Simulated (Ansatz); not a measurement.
Predict the output of the script below (Ansatz 0.2.0, Python API).

The script reads `POSCAR`:
```text
K2CuAuCl6
1.0
   0.00000000    4.98885400    4.98885400
   4.98885400    0.00000000    4.98885400
   4.98885400    4.98885400    0.00000000
K Cu Au Cl
2 1 1 6
Direct
   0.75000000    0.75000000    0.75000000
   0.25000000    0.25000000    0.25000000
   0.50000000    0.50000000    0.50000000
   0.00000000    0.00000000    0.00000000
   0.74281900    0.25718100    0.25718100
   0.25718100    0.25718100    0.74281900
   0.25718100    0.74281900    0.74281900
   0.25718100    0.74281900    0.25718100
   0.74281900    0.25718100    0.74281900
   0.74281900    0.74281900    0.25718100
```

The script, `convert.py`:
```python
# -*- coding: utf-8 -*-
import ansatz
from ase.io import read

atoms = read("POSCAR", format="vasp")
structure = ansatz.Crystal.from_ase(atoms)

calc = (
    structure.calculation()
    .occupations("Marzari-Vanderbilt")
    .functional("r2SCAN", dispersion="d3bjatm")
    .basis(600)
    .kpoints(length=24)
    .relax(cell=True, pressure=1)
)
text = calc.to_yaml()
print(text)
print("sections:", sorted(calc.input().to_dict()))
```

Output of `python convert.py`:
```text
crystal:
  lattice:
    - [0.0, 4.988854, 4.988854]
    - [4.988854, 0.0, 4.988854]
    - [4.988854, 4.988854, 0.0]
  atoms:
    - { symbol: K, position: [0.75, 0.75, 0.75] }
    - { symbol: K, position: [0.25, 0.25, 0.25] }
    - { symbol: Cu, position: [0.5, 0.5, 0.5] }
    - { symbol: Au, position: [0.0, 0.0, 0.0] }
    - { symbol: Cl, position: [0.742819, 0.257181, 0.257181] }
    - { symbol: Cl, position: [0.257181, 0.257181, 0.742819] }
    - { symbol: Cl, position: [0.25718099999999994, 0.742819, 0.742819] }
    - { symbol: Cl, position: [0.257181, 0.742819, 0.257181] }
    - { symbol: Cl, position: [0.742819, 0.25718099999999994, 0.742819] }
    - { symbol: Cl, position: [0.742819, 0.742819, 0.25718099999999994] }
basis:
  ecutwfc: 600.0
kpoints:
  mp_grid:
    grid: [4, 4, 4]
hamiltonian:
  xc: r2scan
  dispersion: d3bjatm
scf:
  occupations:
    method: cold
relax:
  cell:
    p_target: 1.0

sections: ['basis', 'crystal', 'hamiltonian', 'kpoints', 'relax', 'scf']
```

The input is only written out: it wasn't run, and its settings aren't tested. The structure comes from a database and needn't be a stable phase.

(A comment or docstring line of the script was reworded after the run, the code is as it ran.)
